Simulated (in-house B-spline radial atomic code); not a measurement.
**Cd⁸⁺: ionisation energy by several methods**

How far do functionals differ on the ionisation energy of Cd⁸⁺? Each run solves Cd⁸⁺ and then the next ion ([Kr] 4d3).

Method: non-relativistic, several functionals, spin-polarised, exact exchange averaged over the configuration; spherical all-electron atom at the radial basis limit. Code: in-house B-spline radial atomic code version 1.

**1. Starting point**

| Item | Value |
| --- | --- |
| element | cadmium (Z = 48) |
| charge | +8 |
| electrons | 40 |
| configuration | [Kr] 4d4 |
| nucleus | point |

The outer shells:

[Kr] 4d4
```
[Kr] core
4d [↑ ][↑ ][↑ ][↑ ][  ]
```

Where spins are not typed, each open shell is filled with up spins first.

**2. TPSSh, a global hybrid**

Settings, as recorded:

```ini
Z = 48
electrons = 40.0
configuration = [Kr] 4d4
hamiltonian = nr
method = tpssh
spin_polarised = True
exact_exchange = averaged over the configuration
```

Started as:

```console
$ python run_scf.py task.json out
```

The settings of every run stand in task.json; they run in order.

**3. LC-ωPBE, a range-separated hybrid**

The settings differ from step 2 so:

```diff
@@ -4,3 +4,3 @@
 hamiltonian = nr
-method = tpssh
+method = lc_wpbe
 spin_polarised = True
```

**4. M06-2X, a global hybrid**

The settings differ from step 3 so:

```diff
@@ -4,3 +4,3 @@
 hamiltonian = nr
-method = lc_wpbe
+method = m062x
 spin_polarised = True
```

**5. ωB97X, a range-separated hybrid**

The settings differ from step 4 so:

```diff
@@ -4,3 +4,3 @@
 hamiltonian = nr
-method = m062x
+method = wb97x
 spin_polarised = True
```

**6. r2SCAN0, a global hybrid**

The settings differ from step 5 so:

```diff
@@ -4,3 +4,3 @@
 hamiltonian = nr
-method = wb97x
+method = r2scan0
 spin_polarised = True
```

**7. CAM-B3LYP, a range-separated hybrid**

The settings differ from step 6 so:

```diff
@@ -4,3 +4,3 @@
 hamiltonian = nr
-method = r2scan0
+method = camb3lyp
 spin_polarised = True
```

Q: The tabulated ionisation energy is 150 ± 2.2 eV (tabulated theoretical; NIST Atomic Spectra Database). What does each method give, and which comes nearest?

**Answer**, as computed:

| method | rung | total energy (hartree) | ΔSCF (eV) | −ε highest (eV) | ΔSCF less tabulated (eV) |
| --- | --- | --- | --- | --- | --- |
| TPSSh | global hybrid | -5448.3900 | 153.39 | 143.99 (4d up) | +3.39 |
| M06-2X | global hybrid | -5448.9520 | 153.00 | 148.54 (4d up) | +3.00 |
| r2SCAN0 | global hybrid | -5448.6411 | 153.84 | 146.24 (4d up) | +3.84 |
| LC-ωPBE | range-separated hybrid | -5448.0319 | 153.37 | 148.28 (4d up) | +3.37 |
| ωB97X | range-separated hybrid | -5448.7406 | 153.06 | 147.92 (4d up) | +3.06 |
| CAM-B3LYP | range-separated hybrid | -5448.8175 | 153.28 | 147.03 (4d up) | +3.28 |

What this shows: Tables give 150 ± 2.2 eV (tabulated theoretical; NIST Atomic Spectra Database) for the ionisation energy. M06-2X misses by +3.00 eV, the least, and r2SCAN0 by +3.84 eV (2.6 %), the most. All methods miss on the same side by much the same amount, which points to something that they share. These runs lack relativity altogether, which can outweigh the gaps between the methods, so the nearest may be so by luck. These runs leave out relativity, which matters at this nuclear charge. Open shells are averaged (over orientations, and over spins where the run is restricted), while tables refer to the lowest levels.
